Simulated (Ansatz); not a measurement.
# AlGa3N4: a normal mode against strain

A grid of calculations on AlGa₃N₄ (P-43m, No. 215; 8 atoms in the cell), to see where the energy is lowest and how it rises around there.

Program: Ansatz 0.2.0. Level of theory: DFT PBEsol, scalar-relativistic, plane waves, PAW. These are calculated values, not measurements.

**1. The starting structure**

The structure is cubic, space group P-43m (No. 215). Conventional cell: a = 4.468 Å, b = 4.468 Å, c = 4.468 Å, α = 90.00°, β = 90.00°, γ = 90.00°. Al (site symmetry -43m) has 4 N at 1.90 Å in its first shell of neighbours. Ga (site symmetry -42m) has 4 N at 1.95 Å in its first shell of neighbours. N (site symmetry 3m) has 1 Al at 1.90 Å and 3 Ga at 1.95 Å in its first shell of neighbours.

As a file:

```
CELL_PARAMETERS angstrom
4.46758 0.00000 0.00000
0.00000 4.46758 0.00000
0.00000 0.00000 4.46758
ATOMIC_POSITIONS crystal
Al 0.00000 0.00000 0.00000
Ga 0.50000 0.50000 0.00000
Ga 0.50000 0.00000 0.50000
Ga 0.00000 0.50000 0.50000
N 0.75505 0.75505 0.24495
N 0.75505 0.24495 0.75505
N 0.24495 0.75505 0.75505
N 0.24495 0.24495 0.24495
```

It goes back to an entry of the Materials Project, which need not be the stable form.

It is the result of an earlier relaxation at this level (volume 11.15 Å³/atom; gap on the mesh: 2.29 eV).

**2. The grid**

The energy is mapped over a normal mode and a strain (zone-centre modes of the cell shown) (x along [1 0 0], y along [0 1 0], z along [0 0 1] of the conventional cell).

The axes are (1) amplitude of mode 4 (188 cm⁻¹), largest displacement in the unstrained cell: 7 values from −0.247 Å; (2) normal strain along x: 7 values from −7.00 %.

Nothing else is relaxed (the pattern is fixed in fractional coordinates). Energies count from the relaxed high-symmetry cell. Points are written as (first, second).

The modes come from a phonon run on the reference cell, made beforehand.

The patterns, per unit of each coordinate (Å):

```
atom      x1      y1      z1
 Al1   0.000   0.000   0.000
 Ga2   1.000   0.000   0.000
 Ga3  -1.000   0.000   0.000
 Ga4   0.000   0.000   0.000
  N5   0.000   0.309   0.309
  N6   0.000  -0.309  -0.309
  N7   0.000  -0.309   0.309
  N8   0.000   0.309  -0.309
```

**3. Grid point (−0.247 Å, −7.00 %)**

File input.yaml:

```yaml
crystal:
  lattice:
    - [4.1548469939, 0.0, 0.0]
    - [0.0, 4.4675774128, 0.0]
    - [0.0, 0.0, 4.4675774128]
  atoms:
    - { symbol: Al, position: [0.0, 0.0, 0.0] }
    - { symbol: Ga, position: [0.4447127655, 0.5000001009, 0.0] }
    - { symbol: Ga, position: [0.5552872345, 0.0, 0.499999234] }
    - { symbol: Ga, position: [0.0, 0.4999998991, 0.500000766] }
    - { symbol: "N", position: [0.7550466747, 0.7379830624, 0.2278905155] }
    - { symbol: "N", position: [0.7550461397, 0.2620164648, 0.7721095468] }
    - { symbol: "N", position: [0.2449537981, 0.772109752, 0.7379832676] }
    - { symbol: "N", position: [0.2449533875, 0.2278907208, 0.2620166701] }
basis:
  ecutwfc: 520.0
kpoints:
  mp_grid: { grid: [6, 6, 6] }
hamiltonian:
  xc: pbesol
  pseudopotentials: { kind: paw, azcp: { folder: soft_1 } }
scf:
  occupations: { method: gaussian, width: 0.05 }
output:
  forces: true
  stress: true
  eigenvalues: true
```

Launch:

```
ansatz run input.yaml --threads 2 --pin off --max-ram 4096MiB --backend cpu --events-out ev --progress --plain --runs-dir out
```

The session goes on with these runs: the other points that were computed.

What does the calculation give? Wanted: lowest point; highest computed point; pressure; largest force on an atom.

**Answer**, as computed:

| quantity | value |
| --- | --- |
| lowest point | (0.000 Å, 0.00 %), 0.00 eV |
| highest computed point | (−0.247 Å, 7.00 %), 1.01 eV above the lowest |
| pressure (GPa) | −11.4 at (0.000 Å, 7.00 %) to 15.7 at (0.000 Å, −7.00 %); 0.0 at the lowest point |
| largest force on an atom (eV/Å) | 0.00 at (0.000 Å, 0.00 %) to 2.12 at (−0.247 Å, 2.33 %); 0.00 at the lowest point |
| time for all points | 10 min on 2 threads, shared host |

What this shows: The lowest computed point is at (0.000 Å, 0.00 %), which is the relaxed high-symmetry cell itself. The grid shows no well of another kind. The highest computed point, (−0.247 Å, 7.00 %), lies 1.01 eV above the lowest. Round the minimum the two coordinates are nearly uncoupled. A rigid map gives upper bounds: relaxing the other coordinates can only lower a point.
